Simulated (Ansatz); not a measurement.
What does this script print? It uses the Ansatz DFT code, driven from Python.

The script, `energy.py`:
```python
"""Electronic structure of the C2H8ClNSi molecule."""

from dataclasses import dataclass

import ansatz as az


@dataclass(frozen=True)
class RunConfig:
    basis: str = "6-31G*"
    functional: str = "b3lyp"


settings = RunConfig()

c2h8clnsi = (
    az.Crystal.molecule()
    .atom("C", (-0.3882, 0.7656, -1.5505))
    .atom("C", (-0.6014, 0.81, -0.0479))
    .atom("Si", (0.597, -0.2069, 0.8888))
    .atom("N", (0.5799, -1.851, 0.5266))
    .atom("Cl", (0.2794, -0.0333, 2.8891))
    .atom("H", (-1.1978, 1.4651, -2.0241))
    .atom("H", (-0.5229, -0.1952, -1.9724))
    .atom("H", (0.5852, 1.2078, -1.8674))
    .atom("H", (-0.53, 1.8674, 0.3438))
    .atom("H", (-1.6086, 0.471, 0.2171))
    .atom("H", (2.0158, 0.2008, 0.6682))
    .atom("H", (1.2411, -2.3522, 1.0707))
    .atom("H", (-0.4291, -2.1838, 0.8729))
)

calculation = (
    c2h8clnsi.calculation()
    .basis(gaussian=settings.basis)
    .functional(settings.functional)
)
trace = []
res = calculation.session().plan().execute(on_event=trace.append)
summary = res.report
for event in trace:
    if event["event"] == "mean_field_evaluation" and event["data"]["evaluation"] <= 25:
        print("pass {evaluation:3d}  E = {energy_ev:.6f} eV  gradient {gradient_ev:.1e}".format(**event["data"]))

print("reference energy %16.6f eV" % summary["reference_energy_ev"])
print("total energy     %16.6f eV" % summary["free_energy_ev"])
print("occupied (up, down):", summary["n_occupied"], " virtual:", summary["n_virtual"], " frozen:", summary["n_frozen"])

state = summary["mean_field"]["state"]
print(f"mean field: {state['energy']['hartree']:.7f} Ha, <S^2> = {abs(state['spin_squared']):.4f}, stability: {state.get('stability', {}).get('kind')}")
```

```console
$ python energy.py
pass   1  E = -24086.143321 eV  gradient 7.0e+01
pass   2  E = -24075.322464 eV  gradient 9.5e+01
pass   3  E = -24096.206973 eV  gradient 1.0e+01
pass   4  E = -24096.424412 eV  gradient 4.2e+00
pass   5  E = -24096.462407 eV  gradient 1.0e+00
pass   6  E = -24096.462415 eV  gradient 1.0e+00
pass   7  E = -24096.691978 eV  gradient 1.3e+00
pass   8  E = -24096.695921 eV  gradient 4.0e-01
pass   9  E = -24096.696278 eV  gradient 1.6e-01
pass  10  E = -24096.696345 eV  gradient 2.6e-02
pass  11  E = -24096.696356 eV  gradient 2.7e-02
pass  12  E = -24096.696357 eV  gradient 4.0e-03
pass  13  E = -24096.696357 eV  gradient 1.5e-03
pass  14  E = -24096.696357 eV  gradient 3.4e-04
pass  15  E = -24096.696357 eV  gradient 3.5e-04
pass  16  E = -24096.696357 eV  gradient 5.3e-05
pass  17  E = -24096.696357 eV  gradient 5.3e-05
reference energy    -24096.696593 eV
total energy        -24096.696593 eV
occupied (up, down): [29, 29]  virtual: [70, 70]  frozen: 0
mean field: -885.5372665 Ha, <S^2> = 0.0000, stability: minimum
```

Reading the output:
- Total energies depend on the basis set; only differences at equal settings carry meaning.
- The geometry is a force-field or estimated start, not a minimum of this method, and the basis set is short of its limit.
- b3lyp holds the VWN-RPA fit, as in Gaussian; the form of ORCA and Turbomole is b3lyp5.
- Early passes use coarser integrals and grids, so their energies can't be compared with the last.
- Run time: 5.2 s on 1 thread of Arm Neoverse V1, with other jobs on the host, peak memory 0.26 GiB.

(Lines on the test bed's own set-up are left out of the output.)
